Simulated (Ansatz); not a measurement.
# One shape, several levels: doublet [As2]−

Aim: a comparison of 6 runs (U-wB97M-V/def2-TZVPPD, UCAM-B3LYP/def2-TZVPPD, UPBE-QIDH/def2-TZVPPD, UPBE/def2-TZVPPD, RPA@PBE/def2-TZVPPD, UMP2/def2-TZVPPD) of doublet [As2]−. 

Program for the calculation: Ansatz 0.2.0.

13 further runs of the same task are left out: 13 set aside as unsound or not needed.

### Step 1. The structure to begin with

[As2]−: 2 atoms, total charge -1, spin state doublet. As SMILES of the parent species, `[As]#[As]`. The shape is that of a PBE0-D4/def2-TZVP optimisation. That shape belongs to the parent species and isn't relaxed for this state.

Bond lengths: As1–As2 2.089 Å.

### Step 2. A single-point energy at U-wB97M-V/def2-TZVPPD (run 1)

job.yaml

```yaml
basis:
  gaussian:
    orbitals: def2-TZVPPD.json
crystal:
  periodic: [false, false, false]
  atoms:
    - {symbol: As, position_ang: [0.000000, -0.000000, 0.002480]}
    - {symbol: As, position_ang: [-0.000000, 0.000000, 2.091490]}
hamiltonian:
  xc: {name: wB97M-V}
magnetization:
  spin_polarized: true
  initial_magnetization: 1
output: {orbitals: {seedname: orbitals}}
accuracy: high
total_charge: -1
```

The basis set def2-TZVPPD is read from a file made from the Basis Set Exchange's data (not shown).

Run with:

```console
ansatz run job.yaml --threads 1 --pin off --max-ram 3480MiB --events-out events.jsonl --progress --plain --runs-dir runs
```

What it wrote:

```text
Warning: RAYON_NUM_THREADS=1 ignored (pool sized by the plan → 1); use --threads N
Functional definition: wB97M-V
  name "wB97M-V"
  parameter omega = 0.3/bohr
  parameter cx = 0.15
  parameter cx01 = 1.007
  parameter cx10 = 0.259
  parameter css00 = 0.443
  parameter css04 = -1.437
  parameter css10 = -4.535
  parameter css20 = -3.390
  parameter css43 = 4.278
  parameter cos00 = 1.000
  parameter cos10 = 1.358
  parameter cos20 = 2.924
  parameter cos21 = -8.812
  parameter cos60 = -1.390
  parameter cos61 = 9.142
  parameter b = 6.0
  parameter c = 0.01
  gx(w, u) = 1 - cx + cx01*u + cx10*w
  gss(w, u) = css00 + css04*u^4 + css10*w + css20*w^2 + css43*w^4*u^3
  gos(w, u) = cos00 + cos10*w + (cos20 + cos21*u)*w^2 + (cos60 + cos61*u)*w^6
  exchange = spin_sum(e_x_unif_sr(omega)*gx(b97_w, b97_u_x)) + cx*exact_x_sr(omega) + exact_x_lr(omega)
  correlation = spin_sum(e_c_pw_mod_same_spin*gss(b97_w, b97_u_same))
      + integral(e_c_pw_mod_opposite_spin*gos(b97_w_opposite, b97_u_opposite)) + vv10(b, c)
1359 factors; integrals over basis functions are off by at most 4.7e-9 eV
307 factors; integrals over basis functions are off by at most 1.6e-9 eV
mean field evaluation 1: about -121675.8501 eV, gradient 1.6e1 eV
mean field evaluation 2: about -121676.1975 eV, gradient 1.5e1 eV
mean field evaluation 4: about -121676.6030 eV, gradient 3.2e-1 eV
mean field evaluation 8: about -121676.6420 eV, gradient 2.4e-2 eV
mean field evaluation 16: about -121676.6420 eV, gradient 3.5e-6 eV
mean field -121676.64204185 eV, -4471.5341196478 hartree, gradient 9.6e-9 eV, S^2 0.754698; 1 other end points of the search recorded, 0 dependent functions left out
reference -121676.64204474 eV, -4471.5341197541 hartree; 34, 33 occupied and 74, 75 virtual orbitals, 1359 factors
Total energy: -121676.64204474 eV, -4471.5341197541 hartree
```

Run time: 89 s. Hardware: 1 thread of Arm Neoverse V2, shared host; peak memory 0.87 GiB.

### Step 3. A single-point energy at UCAM-B3LYP/def2-TZVPPD (run 2)

molecule.yaml

```yaml
basis:
  gaussian: {orbitals: def2-TZVPPD.json}
crystal:
  periodic: [false, false, false]
  atoms:
    - {symbol: As, position_ang: [0.000000, -0.000000, 0.002480]}
    - {symbol: As, position_ang: [-0.000000, 0.000000, 2.091490]}
output: {orbitals: {seedname: orbitals}}
hamiltonian: {xc: {name: CAM-B3LYP}}
magnetization: {spin_polarized: true, initial_magnetization: 1}
accuracy: high
total_charge: -1
```

The basis set def2-TZVPPD is read from a file made from the Basis Set Exchange's data (not shown).

Run with:

```console
ansatz run molecule.yaml --threads 1 --pin off --max-ram 3480MiB --events-out events.jsonl --progress --plain --runs-dir runs
```

What it wrote (excerpt; [...] marks lines left out):

```text
Warning: RAYON_NUM_THREADS=1 ignored (pool sized by the plan → 1); use --threads N
Functional definition: CAM-B3LYP
  name "CAM-B3LYP"
[...]
1359 factors; integrals over basis functions are off by at most 4.7e-9 eV
354 factors; integrals over basis functions are off by at most 1.2e-9 eV
[...]
mean field -121690.03237401 eV, -4472.0262052784 hartree, gradient 2.7e-8 eV, S^2 0.756341; 1 other end points of the search recorded, 0 dependent functions left out
reference -121690.03238655 eV, -4472.0262057393 hartree; 34, 33 occupied and 74, 75 virtual orbitals, 1359 factors
Total energy: -121690.03238655 eV, -4472.0262057393 hartree
```

It took 14 s on 1 thread of Arm Neoverse V2, shared host; peak memory 0.51 GiB.

### Step 4. A single-point energy at UPBE-QIDH/def2-TZVPPD (run 3)

in.yaml

```yaml
crystal:
  periodic: [false, false, false]
  atoms:
    - {symbol: As, position_ang: [0.000000, -0.000000, 0.002480]}
    - {symbol: As, position_ang: [-0.000000, 0.000000, 2.091490]}
basis:
  gaussian:
    orbitals: def2-TZVPPD.json
accuracy: high
magnetization:
  spin_polarized: true
  initial_magnetization: 1
output: {orbitals: {seedname: orbitals}}
hamiltonian:
  xc: {name: PBE-QIDH}
correlation:
  frozen_orbitals: {As: 9}
total_charge: -1
```

The basis set def2-TZVPPD is read from a file made from the Basis Set Exchange's data (not shown).

Run with:

```console
ansatz run in.yaml --threads 1 --pin off --max-ram 3480MiB --events-out events.jsonl --progress --plain --runs-dir runs
```

What it wrote (excerpt; [...] marks lines left out):

```text
Warning: RAYON_NUM_THREADS=1 ignored (pool sized by the plan → 1); use --threads N
Functional definition: PBE-QIDH
  name "PBE-QIDH"
[...]
1359 factors; integrals over basis functions are off by at most 4.7e-9 eV
[...]
mean field -121645.81088666 eV, -4470.4010955928 hartree, gradient 5.2e-8 eV, S^2 0.787117; 6 other end points of the search recorded, 0 dependent functions left out
18 core orbitals not correlated: weight in the atoms' cores, before any rotation towards them, 1.000 or more for the frozen orbitals, at most 0.000 for the correlated occupied ones
reference -121645.81088742 eV, -4470.4010956206 hartree; 16, 15 occupied and 74, 75 virtual orbitals, 1359 factors
second order -15.75822959 eV of doubles, -0.00000000 eV of singles
Total energy: -121651.06363062 eV, -4470.5941303727 hartree
```

Wall time 51 s (1 thread of Arm Neoverse V2, shared host); peak memory 0.45 GiB.

Runs 4 to 5 aren't shown in full; the table further down has their settings and results.

### Step 5. The energy at UMP2/def2-TZVPPD (run 6)

input.yaml

```yaml
crystal:
  periodic: [false, false, false]
  atoms:
    - symbol: As
      position_ang: [0.000000, -0.000000, 0.002480]
    - symbol: As
      position_ang: [-0.000000, 0.000000, 2.091490]
basis:
  gaussian:
    orbitals: def2-TZVPPD.json
total_charge: -1
magnetization:
  spin_polarized: true
  initial_magnetization: 1
correlation:
  method: mp2
  frozen_orbitals: {As: 9}
accuracy: high
```

The basis set def2-TZVPPD is read from a file made from the Basis Set Exchange's data (not shown).

Run with:

```console
ansatz run input.yaml --threads 1 --pin off --max-ram 3480MiB --events-out events.jsonl --progress --plain --runs-dir runs
```

What it wrote (excerpt; [...] marks lines left out):

```text
Warning: RAYON_NUM_THREADS=1 ignored (pool sized by the plan → 1); use --threads N
Functional definition: HF
  name "HF"
[...]
1359 factors; integrals over basis functions are off by at most 4.7e-9 eV
[...]
mean field -121592.03288180 eV, -4468.4247903662 hartree, gradient 1.8e-8 eV, S^2 1.156176; 7 other end points of the search recorded, 0 dependent functions left out
18 core orbitals not correlated: weight in the atoms' cores, before any rotation towards them, 1.000 or more for the frozen orbitals, at most 0.000 for the correlated occupied ones
reference -121592.03288180 eV, -4468.4247903662 hartree; 16, 15 occupied and 74, 75 virtual orbitals, 1359 factors
second order -13.39550612 eV of doubles, -0.00000000 eV of singles
Total energy: -121605.42838792 eV, -4468.9170661364 hartree
```

Run time: 18 s. Hardware: 1 thread of Arm Neoverse V2, shared host; peak memory 0.36 GiB.

### Step 6. Overview of the runs

```tsv
run	level	frozen core orbitals	energy (Eh)	HOMO energy (eV)	LUMO energy (eV)	⟨S²⟩	wall time
1	U-wB97M-V/def2-TZVPPD	–	-4471.534120	-0.44	4.78	0.755	89 s
2	UCAM-B3LYP/def2-TZVPPD	–	-4472.026206	0.25	3.99	0.756	14 s
3	UPBE-QIDH/def2-TZVPPD	18	-4470.594130	-0.19	4.40	0.787	51 s
4	UPBE/def2-TZVPPD	–	-4471.117903	2.22	2.28	0.752	12 s
5	RPA@PBE/def2-TZVPPD	18	-4469.139609	–	–	0.752	16 s
6	UMP2/def2-TZVPPD	18	-4468.917066	–	–	1.156	18 s
```

### Step 7. What came out

| quantity | value |
| --- | --- |
| run 6: total energy | -4468.91707 Eh |
| run 6: correlation energy (18 core orbitals frozen) | -492.3 mEh |
| run 6: ⟨S²⟩ of the reference determinant | 1.156 |

**Reading.** Totals of different functionals can't be ranked against each other. In runs 2, 4 the HOMO lies above zero, so the outermost electron may be held by the basis alone. Spin contamination of the reference: run 6 ⟨S²⟩ = 1.16. All runs together took 3.3 min, the longest 89 s.
